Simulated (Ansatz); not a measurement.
# TiSi2: the cost of one run

Method: DFT PBE+D3(BJ), scalar-relativistic, plane waves, PAW, in Ansatz 0.2.0.

2 further runs of the same task are left out: 1 that didn't finish, 1 set aside as unsound or not needed.

### Step 1. Starting point

The structure is orthorhombic, space group Fddd (No. 70). The conventional cell has a = 4.735 Å, b = 8.129 Å, c = 8.461 Å, α = 90.00°, β = 90.00°, γ = 90.00°. Ti (site symmetry 222) is surrounded by 10 Si at 2.52 to 2.74 Å. Si (site symmetry 2) has 5 Si at 2.50 to 2.75 Å and 5 Ti at 2.52 to 2.74 Å in its first shell of neighbours.

As a file:

```cif
data_structure
_symmetry_space_group_name_H-M 'Fddd:1'
_symmetry_Int_Tables_number 70
_cell_length_a 4.7346
_cell_length_b 8.1289
_cell_length_c 8.4615
_cell_angle_alpha 90.000
_cell_angle_beta 90.000
_cell_angle_gamma 90.000
_cell_volume 325.65
loop_
_atom_site_label
_atom_site_type_symbol
_atom_site_symmetry_multiplicity
_atom_site_Wyckoff_symbol
_atom_site_fract_x
_atom_site_fract_y
_atom_site_fract_z
_atom_site_occupancy
Ti1 Ti 8 b 0.75000 0.25000 0.25000 1
Si1 Si 16 f 0.75000 0.58655 0.25000 1
```

This cell was relaxed beforehand with the same method: volume 13.57 Å³/atom, gap on the mesh none (metal).

### Step 2. The slab

Planes are indexed in the bulk's conventional cell (Fddd (No. 70)), a = 4.735 Å, b = 8.129 Å, c = 8.461 Å, α = 90.00°, β = 90.00°, γ = 90.00°.

A (001) slab, 8.5 Å thick as cut, with 17 Å of vacuum; its outer planes are TiSi2 (top) and TiSi2 (bottom).

The slab as cut. Layers, bottom to top:

| plane | atoms per cell | height over the lowest (Å) |
| --- | --- | --- |
| 1 | TiSi2 | 0.00 |
| 2 | TiSi2 | 2.12 |
| 3 | TiSi2 | 4.23 |
| 4 | TiSi2 | 6.35 |
| 5 | TiSi2 | 8.46 |

### Step 3. The clean surface, relaxed

Contents of input.yaml:

```yaml
crystal:
  lattice:
    - [4.7035829151, 0.0, 0.0]
    - [-2.3206826711, 4.0912252662, 0.0]
    - [0.0, 0.0, 25.4614611135]
  atoms:
    - { symbol: Ti, position: [0.5, 0.0, 0.3338378722] }
    - { symbol: Si, position: [0.1634549968, 0.3365450032, 0.3338378722] }
    - { symbol: Si, position: [0.8365450032, 0.6634549968, 0.3338378722] }
    - { symbol: Ti, position: [0.0, 0.0, 0.4169189361] }
    - { symbol: Si, position: [0.3365450032, 0.6634549968, 0.4169189361] }
    - { symbol: Si, position: [0.6634549968, 0.3365450032, 0.4169189361] }
    - { symbol: Ti, position: [0.0, 0.5, 0.5] }
    - { symbol: Si, position: [0.6634549968, 0.8365450032, 0.5] }
    - { symbol: Si, position: [0.3365450032, 0.1634549968, 0.5] }
    - { symbol: Ti, position: [0.5, 0.5, 0.5830810639] }
    - { symbol: Si, position: [0.8365450032, 0.1634549968, 0.5830810639] }
    - { symbol: Si, position: [0.1634549968, 0.8365450032, 0.5830810639] }
    - { symbol: Ti, position: [0.5, 0.0, 0.6661621278] }
    - { symbol: Si, position: [0.1634549968, 0.3365450032, 0.6661621278] }
    - { symbol: Si, position: [0.8365450032, 0.6634549968, 0.6661621278] }
basis:
  ecutwfc: 420
kpoints:
  mp_grid: { grid: [7, 7, 1] }
hamiltonian:
  xc: pbe
  dispersion: d3bj
scf:
  occupations: { method: gaussian, width: 0.1 }
output:
  forces: true
  eigenvalues: true
  write_density: true
  write_potential: true
  elf: true
  volumetric_format: npy
relax:
  adjacent_minimum: "off"
  f_tol: 0.03
  max_steps: 70
  constraints: [{ sites: [0, 1, 2, 3, 4, 5] }]
efield:
  axis: 3
  dipole_correction: true
  ramp_width: 0.04
```

Launch:

```
> ansatz run input.yaml --threads 2 --pin off --max-ram 5120MiB --backend cpu --events-out ev --progress --plain --runs-dir out
```

**Question.** How long does this run take on 2 threads of Arm Neoverse V1, shared host, and how much memory does it need?

About 5 min, with a peak of 1.1 GiB.
